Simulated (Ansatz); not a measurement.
# KEu3 under changes of volume

One of the cells (50.955 Å³/atom); the others are scaled copies at fixed shape and fractional positions:

```
Eu K
1.0
     5.88504    0.00000    0.00000
     0.00000    5.88504    0.00000
     0.00000    0.00000    5.88504
Eu K
3 1
Cartesian
  2.9425 2.9425 0.0000
  2.9425 0.0000 2.9425
  0.0000 2.9425 2.9425
  0.0000 0.0000 0.0000
```

The cell comes from a database or a generator and needn't be the stable form of this composition.

* Program: Ansatz 0.2.0
* Functional: PBE
* Potentials or basis: Ansatz PAW
* Cutoff: 420 eV (not typed: the program's choice for these potentials)
* k mesh: 5 × 5 × 5
* Occupations: fermi-dirac, width 0.05 eV
* Spin: collinear spin, ferromagnetic start
* Starting moments: [7.0, 7.0, 7.0, 0.0] μB

```tsv
volume (Å³/atom)	energy over the lowest point (meV/atom)	pressure (GPa)	moment (μB per cell)
47.898	1.08	0.3	22.58
48.917	0.00	0.1	22.54
49.936	0.11	-0.1	22.51
50.955	1.29	-0.3	22.48
51.974	3.45	-0.4	22.45
52.993	?	?	?
54.012	10.41	-0.7	22.42
```

Question: What does the run at 52.993 Å³/atom give?

Answer: Energy over the lowest point 6.51 meV/atom; pressure -0.6 GPa; moment 22.43 μB per cell.

Worked out: A Birch-Murnaghan fit of order 3 (a polynomial in V^(-2/3)) to the other rows has its minimum at 49.33 Å³/atom with B0 = V·E''(V) = 8.6 GPa and B' = 3.3. It gives 6.52 meV/atom at 52.993 Å³/atom, against the run's 6.51, and -dE/dV = -0.5 GPa, against -0.6. A parabola through the other rows of the moment, of slope -0.017 μB per Å³/atom there, gives 22.43 μB, against the run's 22.43.

Energies are extrapolated to zero smearing.

Caveats: without U or exact exchange the open f shell lies at the Fermi level, which spoils levels, moments and volumes.
